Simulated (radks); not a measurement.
# Valence configurations of C⁺

NIST gives [He] 2s2 2p1 as the ground configuration of C⁺. Does this level of theory agree? Several fillings of the valence shells are run.

The numbers are computed with radks (a radial shooting solver on a logarithmic mesh, Libxc functionals) version 1 (scalar-relativistic Kohn-Sham, r2SCAN, spin-polarised, spherical densities, finite nucleus; open shells are filled with parallel spins first), except any that are marked as measured or tabulated.

### Step 1. What is computed

```
element            : carbon (Z = 6)
charge             : +1
electrons          : 5
configuration      : [He] 2s2 2p1
nuclear rms radius : 2.4702 fm
others tried       : 2s1.5 2p1.5; 2s1 2p2; 2p3; 2s0.5 2p2.5
```

Outer shells as boxes (Hund's rule):

C⁺
```
[He] core
2s [↑↓]
2p [↑ ][  ][  ]
```

### Step 2. [He] 2s2 2p1

Input:

```text
Z 6
configuration [He] 2s2 2p1
relativity scalar-relativistic
functional r2scan,r2scan
spin polarised
nucleus finite rms 2.4702 fm
c 137.035999084
```

### Step 3. [He] 2s1.5 2p1.5

Changes since step 2:

```diff
@@ -1,3 +1,3 @@
 Z 6
-configuration [He] 2s2 2p1
+configuration [He] 2s1.5 2p1.5
 relativity scalar-relativistic
```

### Step 4. [He] 2s1 2p2

Changes since step 3:

```diff
@@ -1,3 +1,3 @@
 Z 6
-configuration [He] 2s1.5 2p1.5
+configuration [He] 2s1 2p2
 relativity scalar-relativistic
```

### Step 5. [He] 2p3

Changes since step 4:

```diff
@@ -1,3 +1,3 @@
 Z 6
-configuration [He] 2s1 2p2
+configuration [He] 2p3
 relativity scalar-relativistic
```

### Step 6. [He] 2s0.5 2p2.5

Changes since step 5:

```diff
@@ -1,3 +1,3 @@
 Z 6
-configuration [He] 2p3
+configuration [He] 2s0.5 2p2.5
 relativity scalar-relativistic
```

Q: Predict the outcome of this session. Wanted: for each run, valence; E − E(NIST configuration); moment; highest level; its energy; 1s shift.

**Answer**, as computed:

```csv
valence,E − E(NIST configuration) (eV),moment (μB),highest level,its energy (eV),1s shift (eV)
2s2 2p1,0.000,1,2p up,-17.764,+0.00
2s1.5 2p1.5,2.916,2,2p up,-18.577,-0.03
2s1 2p2,4.188,3,2p up,-19.023,+0.38
2s0.5 2p2.5,9.019,3,2p up,-19.085,+0.29
2p3,13.802,3,2p up,-19.127,+0.25
```

What this shows: The NIST configuration is the lowest of those tried, 2.916 eV under 2s1.5 2p1.5. The energies are those of spherical high-spin densities, not of single terms. The 1s eigenvalue shifts by up to 0.38 eV as the valence charge is rearranged.
